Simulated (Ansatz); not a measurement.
# Ga2O3: the cost of one run

Program: Ansatz 0.2.0. Level of theory: DFT PBE, scalar-relativistic, plane waves, PAW. These are calculated values, not measurements.

### 1 The starting structure

Symmetry: R-3c, No. 167, trigonal system. The conventional cell has a = 4.997 Å, b = 4.997 Å, c = 13.451 Å, α = 90.00°, β = 90.00°, γ = 120.00°. Ga (site symmetry 3) has 6 O at 1.93 to 2.08 Å as nearest neighbours. O (site symmetry 2) is surrounded by 4 Ga at 1.93 to 2.08 Å.

Coordinates:

```xyz
40
Lattice="-4.9974 -2.8852 4.4836 4.9974 -2.8852 4.4836 0.0000 5.7705 4.4836" Properties=species:S:1:pos:R:3 pbc="T T T"
Ga   -2.4987   -1.4426    7.0246
Ga    2.4987   -1.4426    7.0246
Ga    0.0000    2.8852    7.0246
Ga    0.0000    0.0000   11.5082
Ga   -2.4987   -1.4426    4.1842
Ga    2.4987   -1.4426    4.1842
Ga    0.0000    2.8852    4.1842
Ga    0.0000    0.0000    8.6678
Ga    0.0000    0.0000    1.9425
Ga    0.0000   -2.8852    6.4260
Ga   -2.4987    1.4426    6.4260
Ga    2.4987    1.4426    6.4260
Ga    0.0000    0.0000    4.7829
Ga    0.0000   -2.8852    9.2664
Ga   -2.4987    1.4426    9.2664
Ga    2.4987    1.4426    9.2664
O    -1.7412   -2.7547    5.6044
O     3.2562   -2.7547    5.6044
O     0.7575    1.5732    5.6044
O     0.7575   -1.3121   10.0880
O    -4.0138   -1.4426    5.6044
O     0.9836   -1.4426    5.6044
O    -1.5151    2.8852    5.6044
O    -1.5151    0.0000   10.0880
O    -1.7412   -0.1306    5.6044
O     3.2562   -0.1306    5.6044
O     0.7575    4.1973    5.6044
O     0.7575    1.3121   10.0880
O    -0.7575    1.3121    3.3627
O    -0.7575   -1.5732    7.8462
O    -3.2562    2.7547    7.8462
O     1.7412    2.7547    7.8462
O    -0.7575   -1.3121    3.3627
O    -0.7575   -4.1973    7.8462
O    -3.2562    0.1306    7.8462
O     1.7412    0.1306    7.8462
O     1.5151    0.0000    3.3627
O     1.5151   -2.8852    7.8462
O    -0.9836    1.4426    7.8462
O     4.0138    1.4426    7.8462
```

The runs take a perfect supercell of 40 atoms; the defect goes to fractional position (0.750, 0.402, 0.098).

### 2 The perfect supercell

File input.yaml:

```yaml
crystal:
  lattice:
    - [-4.997398, -2.885249, 4.48355]
    - [4.997398, -2.885249, 4.48355]
    - [0.0, 5.770499, 4.48355]
  atoms:
    - { symbol: Ga, position: [0.855586, 0.355586, 0.355586] }
    - { symbol: Ga, position: [0.355586, 0.855586, 0.355586] }
    - { symbol: Ga, position: [0.355586, 0.355586, 0.855586] }
    - { symbol: Ga, position: [0.855586, 0.855586, 0.855586] }
    - { symbol: Ga, position: [0.644414, 0.144414, 0.144414] }
    - { symbol: Ga, position: [0.144414, 0.644414, 0.144414] }
    - { symbol: Ga, position: [0.144414, 0.144414, 0.644414] }
    - { symbol: Ga, position: [0.644414, 0.644414, 0.644414] }
    - { symbol: Ga, position: [0.144414, 0.144414, 0.144414] }
    - { symbol: Ga, position: [0.644414, 0.644414, 0.144414] }
    - { symbol: Ga, position: [0.644414, 0.144414, 0.644414] }
    - { symbol: Ga, position: [0.144414, 0.644414, 0.644414] }
    - { symbol: Ga, position: [0.355586, 0.355586, 0.355586] }
    - { symbol: Ga, position: [0.855586, 0.855586, 0.355586] }
    - { symbol: Ga, position: [0.855586, 0.355586, 0.855586] }
    - { symbol: Ga, position: [0.355586, 0.855586, 0.855586] }
    - { symbol: O, position: [0.75, 0.401584, 0.098416] }
    - { symbol: O, position: [0.25, 0.901584, 0.098416] }
    - { symbol: O, position: [0.25, 0.401584, 0.598416] }
    - { symbol: O, position: [0.75, 0.901584, 0.598416] }
    - { symbol: O, position: [0.901584, 0.098416, 0.25] }
    - { symbol: O, position: [0.401584, 0.598416, 0.25] }
    - { symbol: O, position: [0.401584, 0.098416, 0.75] }
    - { symbol: O, position: [0.901584, 0.598416, 0.75] }
    - { symbol: O, position: [0.598416, 0.25, 0.401584] }
    - { symbol: O, position: [0.098416, 0.75, 0.401584] }
    - { symbol: O, position: [0.098416, 0.25, 0.901584] }
    - { symbol: O, position: [0.598416, 0.75, 0.901584] }
    - { symbol: O, position: [0.25, 0.098416, 0.401584] }
    - { symbol: O, position: [0.75, 0.598416, 0.401584] }
    - { symbol: O, position: [0.75, 0.098416, 0.901584] }
    - { symbol: O, position: [0.25, 0.598416, 0.901584] }
    - { symbol: O, position: [0.401584, 0.25, 0.098416] }
    - { symbol: O, position: [0.901584, 0.75, 0.098416] }
    - { symbol: O, position: [0.901584, 0.25, 0.598416] }
    - { symbol: O, position: [0.401584, 0.75, 0.598416] }
    - { symbol: O, position: [0.098416, 0.401584, 0.25] }
    - { symbol: O, position: [0.598416, 0.901584, 0.25] }
    - { symbol: O, position: [0.598416, 0.401584, 0.75] }
    - { symbol: O, position: [0.098416, 0.901584, 0.75] }
basis:
  ecutwfc: 420
  fft_grid_basis: typed
kpoints:
  mp_grid: { grid: [3, 3, 3] }
hamiltonian:
  xc: pbe
  pseudopotentials: { kind: paw }
scf:
  occupations: { method: gaussian, width: 0.05 }
output:
  forces: true
  stress: false
  eigenvalues: true
  bader: false
  write_density: true
  volumetric_format: npy
```

The run is started by

```bash
$ ansatz run input.yaml --threads 4 --pin off --max-ram 10240MiB --backend cpu --events-out ev --progress --plain --runs-dir out
```

What time and memory should one allow on 4 threads of Intel Xeon Platinum 8259CL at 2.50GHz (Skylake/Cascade Lake), shared host?

About 9.7 s, with a peak of 2 GiB.
